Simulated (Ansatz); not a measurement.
# Cu2H3: the cost of one run

Computed with Ansatz 0.2.0 (DFT PBE, scalar-relativistic, plane waves, PAW, unless a step's input says otherwise).

## (1) The system as given

Symmetry: C2, No. 5, monoclinic system. The conventional cell has a = 4.248 Å, b = 4.142 Å, c = 4.534 Å, α = 90.00°, β = 110.34°, γ = 90.00°. Around Cu (site symmetry 1) lie 5 H at 1.69 to 1.90 Å. H (site symmetry 1) has 3 Cu at 1.69 to 1.90 Å as nearest neighbours. H (site symmetry 2) is surrounded by 4 Cu at 1.73 to 1.77 Å.

Coordinates:

```cif
data_structure
_symmetry_space_group_name_H-M 'C2'
_symmetry_Int_Tables_number 5
_cell_length_a 4.2485
_cell_length_b 4.1423
_cell_length_c 4.5341
_cell_angle_alpha 90.000
_cell_angle_beta 110.335
_cell_angle_gamma 90.000
_cell_volume 74.82
loop_
_atom_site_label
_atom_site_type_symbol
_atom_site_symmetry_multiplicity
_atom_site_Wyckoff_symbol
_atom_site_fract_x
_atom_site_fract_y
_atom_site_fract_z
_atom_site_occupancy
Cu1 Cu 4 c 0.67655 0.52945 0.78208 1
H1 H 4 c 0.68437 0.32922 0.40855 1
H2 H 2 a 0.00000 0.28145 0.00000 1
```

It is the end of an earlier relaxation with the same method, starting from a generated guess, and another structure or a mixture of phases may lie lower. At a tolerance of 0.05 Å it has space group C2 (No. 5); it has 7.48 Å³/atom, an uncorrected energy of +0.27 eV/atom over the elements.

## (2) Static run: bands, density of states and charges

Contents of input.yaml:

```yaml
crystal:
  lattice:
    - [2.124220111, -2.0711473395, -0.007412771]
    - [2.124220111, 2.0711473395, -0.007412771]
    - [-1.560811954, 0.0, 4.2569370378]
  atoms:
    - { symbol: Cu, position: [0.1471044549, 0.2059982588, 0.7820806211] }
    - { symbol: Cu, position: [0.7940017412, 0.8528955451, 0.2179193789] }
    - { symbol: H, position: [0.3551585611, 0.0135887993, 0.4085491408] }
    - { symbol: H, position: [0.9864112007, 0.6448414389, 0.5914508592] }
    - { symbol: H, position: [0.7185479821, 0.2814520179, 0.0] }
basis:
  ecutwfc: 420
kpoints:
  mp_grid: { grid: [14, 14, 10] }
  band_path:
    path:
      - [[0.0, 0.0, 0.0], [0.0, 0.0, 0.5], [-0.43228631, 0.43228631, 0.5]]
      - [[-0.56771369, -0.43228631, 0.5], [-0.5, -0.5, 0.5], [0.0, 0.0, 0.0], [-0.5, 0.5, 0.0]]
      - [[-0.5, 0.0, 0.5], [0.0, 0.0, 0.0], [-0.5, 0.0, 0.0]]
    npoints: 14
hamiltonian:
  xc: pbe
scf:
  occupations: { method: gaussian, width: 0.1 }
  n_extra_bands: 12
output:
  forces: true
  stress: true
  eigenvalues: true
  populations: true
  dos: { projected: true, de: 0.02, nscf_kmesh: { grid: [17, 17, 12] } }
  bader: true
  write_density: true
  write_potential: true
  elf: true
  volumetric_format: npy
```

On the command line:

```bash
$ ansatz run input.yaml --threads 1 --pin off --max-ram 2560MiB --backend cpu --events-out ev --progress --plain --runs-dir out
```

**Question.** How long does this run take on 1 thread of Arm Neoverse V2, shared host, and how much memory does it need?

About 2.9 min, with a peak of 0.91 GiB.
